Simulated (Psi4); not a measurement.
# CCSD(T)/def2-SVP (core potential, sweep point 5) run of InCl (SMILES [Cl][In])

What is the vertical ionisation energy of InCl at CCSD(T)/def2-SVP (core potential, sweep point 5)? 

The calculation is run with Psi4 1.11.

4 further runs of the same task are left out: 4 set aside as unsound or not needed.

### 1 Starting point

The species is InCl (2 atoms), meant as a singlet with charge 0. SMILES: `[Cl][In]`. The shape comes from GFN2-xTB, which is rough for such elements, and wasn't checked as a minimum.

Bond lengths: Cl1–In2 2.386 Å.

### 2 The energy at CCSD(T)/def2-SVP (core potential, sweep point 5)

calc.in

```
memory 1600 MB

molecule {
  Cl     0.000000     0.000000     0.000000
  In     0.000000     0.000000     2.385660
  symmetry c1
}

set puream true
set scf_type pk
set num_frozen_docc 9
set d_convergence 1e-06
set e_convergence 1e-06

e, wfn = energy("ccsd(t)/def2-SVP", return_wfn=True)
```

Started as:

```sh
$ psi4 -i calc.in -o calc.out -n 1
```

calc.out:

```text
[...]
    !!!  WARNING: ECP capability is in beta. Please check occupations closely.  !!!
[...]
  Running in c1 symmetry.
[...]
  Nuclear repulsion =   79.188259940305812
[...]
  Multiplicity = 1
[...]
  Nalpha       = 19
  Nbeta        = 19
[...]
    Number of basis functions: 44
[...]
   @RHF iter   1:  -648.61092059325506   -1.34625e+00   5.71985e-03 ADIIS/DIIS
[...]
   @RHF iter   8:  -648.64721294826177   -8.21433e-09   2.74027e-07 DIIS
[...]
    Orbital Energies [Eh]
    ---------------------
    Doubly Occupied:
       1A   -104.732034     2A    -10.494511     3A     -7.968488
       4A     -7.966962     5A     -7.966962     6A     -5.394625
       7A     -3.649636     8A     -3.649636     9A     -3.644524
      10A     -1.059354    11A     -1.035999    12A     -1.035999
      13A     -1.030704    14A     -1.030704    15A     -0.990705
      16A     -0.500793    17A     -0.418919    18A     -0.418919
      19A     -0.331273
[...]
  @RHF Final Energy:  -648.64721294826177
   => Energetics <=
    Nuclear Repulsion Energy =             79.1882599403058123
    One-Electron Energy =               -1129.0294301561118573
    Two-Electron Energy =                 401.1939572675441923
    Total Energy =                       -648.6472129482617675
[...]
 Multipole Moments:
 ------------------------------------------------------------------------------------
     Multipole            Electronic (a.u.)      Nuclear  (a.u.)        Total (a.u.)
 ------------------------------------------------------------------------------------
 L = 1.  Multiply by 2.5417464519 to convert [e a0] to [Debye]
 Dipole X            :          0.0000000            0.0000000            0.0000000
 Dipole Y            :         -0.0000000            0.0000000           -0.0000000
 Dipole Z            :         37.8591645          -36.6687104            1.1904541
 Magnitude           :                                                    1.1904541
[...]
      * MP2 total energy                      = -648.841042541874117
[...]
      * CCSD total energy                     = -648.863931945712238
[...]
      * CCSD(T) total energy                  = -648.869680237396665
[...]
```

Run time: 3.6 s. Hardware: 1 thread of Intel Xeon 6975P-C (Granite Rapids), shared host; peak memory 0.21 GiB.

### 3 The doublet cation

calc.in

```
memory 1600 MB

molecule {
  1 2
  Cl     0.000000     0.000000     0.000000
  In     0.000000     0.000000     2.385660
  symmetry c1
}

set reference uhf
set puream true
set scf_type pk
set num_frozen_docc 9
set d_convergence 1e-06
set e_convergence 1e-06
set maxiter 100

energy("ccsd(t)/def2-SVP")
print_variables()
```

Started as:

```sh
$ psi4 -i calc.in -o calc.out -n 1
```

calc.out:

```text
[...]
    !!!  WARNING: ECP capability is in beta. Please check occupations closely.  !!!
[...]
  Running in c1 symmetry.
[...]
  Nuclear repulsion =   79.188259940305812
[...]
  Multiplicity = 2
[...]
  Nalpha       = 19
  Nbeta        = 18
[...]
    Number of basis functions: 44
[...]
   @UHF iter   1:  -648.26775228720885   -1.00308e+00   5.60551e-03 DIIS/ADIIS
[...]
   @UHF iter  11:  -648.33715455480581   -5.57031e-09   2.50902e-07 DIIS
[...]
   @S^2 Observed:                7.877857414E-01
[...]
    Orbital Energies [Eh]
    ---------------------
    Alpha Occupied:
       1A   -105.005872     2A    -10.765930     3A     -8.248826
       4A     -8.235689     5A     -8.235689     6A     -5.686201
       7A     -3.940241     8A     -3.940241     9A     -3.936907
      10A     -1.344240    11A     -1.325702    12A     -1.325702
      13A     -1.322089    14A     -1.322089    15A     -1.265801
      16A     -0.769574    17A     -0.662916    18A     -0.662916
      19A     -0.627643
    Alpha Virtual:
      20A     -0.195991    21A     -0.195991    22A     -0.110337
      23A      0.035586    24A      0.077195    25A      0.077195
[...]
  @UHF Final Energy:  -648.33715455480581
   => Energetics <=
    Nuclear Repulsion Energy =             79.1882599403058123
    One-Electron Energy =               -1118.6631577423863746
    Two-Electron Energy =                 391.1377432472746705
    Total Energy =                       -648.3371545548058066
  UHF NO Occupations:
  HONO-2 :   17  A 1.9994665
  HONO-1 :   18  A 1.9820014
[...]
 Multipole Moments:
 ------------------------------------------------------------------------------------
     Multipole            Electronic (a.u.)      Nuclear  (a.u.)        Total (a.u.)
 ------------------------------------------------------------------------------------
 L = 1.  Multiply by 2.5417464519 to convert [e a0] to [Debye]
 Dipole X            :         -0.0000000            0.0000000           -0.0000000
 Dipole Y            :          0.0000000            0.0000000            0.0000000
 Dipole Z            :         38.2399200          -36.6687104            1.5712096
 Magnitude           :                                                    1.5712096
[...]
      * MP2 total energy                      = -648.510131104194329
[...]
      * CCSD total energy                     = -648.531146610984251
[...]
      * CCSD(T) total energy                     = -648.537015764996568
[...]
```

It took 5.7 s on 1 thread of Intel Xeon 6975P-C (Granite Rapids), shared host; peak memory 0.21 GiB.

### 4 Summary of results

Level: CCSD(T)/def2-SVP (core potential, sweep point 5), 9 core orbitals frozen.

| quantity | value |
| --- | --- |
| singlet InCl: total energy | -648.86968 Eh |
| singlet InCl: HOMO energy (Hartree–Fock orbitals) | -9.01 eV |
| singlet InCl: LUMO energy (Hartree–Fock orbitals) | 0.70 eV |
| singlet InCl: HOMO–LUMO gap (Hartree–Fock orbitals) | 9.71 eV |
| singlet InCl: correlation energy (9 core orbitals frozen) | -222.5 mEh |
| singlet InCl: (T) correction | -5.75 mEh |
| singlet InCl: T1 diagnostic | 0.011 |
| doublet cation: total energy | -648.53702 Eh |
| doublet cation: HOMO energy (Hartree–Fock orbitals) (highest over α and β) | -17.08 eV |
| doublet cation: LUMO energy (Hartree–Fock orbitals) (lowest over α and β) | -7.87 eV |
| doublet cation: correlation energy (9 core orbitals frozen) | -199.9 mEh |
| doublet cation: (T) correction | -5.87 mEh |
| doublet cation: ⟨S²⟩ of the reference determinant | 0.788 |
| doublet cation: T1 diagnostic | 0.022 |
| vertical ionisation energy (to the doublet cation) | 9.052 eV |

What this shows: Removing an electron at fixed nuclei costs 9.05 eV (873 kJ/mol). The triples (singlet InCl) make up 2.6 % of the correlation energy. The triples (doublet cation) make up 2.9 % of the correlation energy.
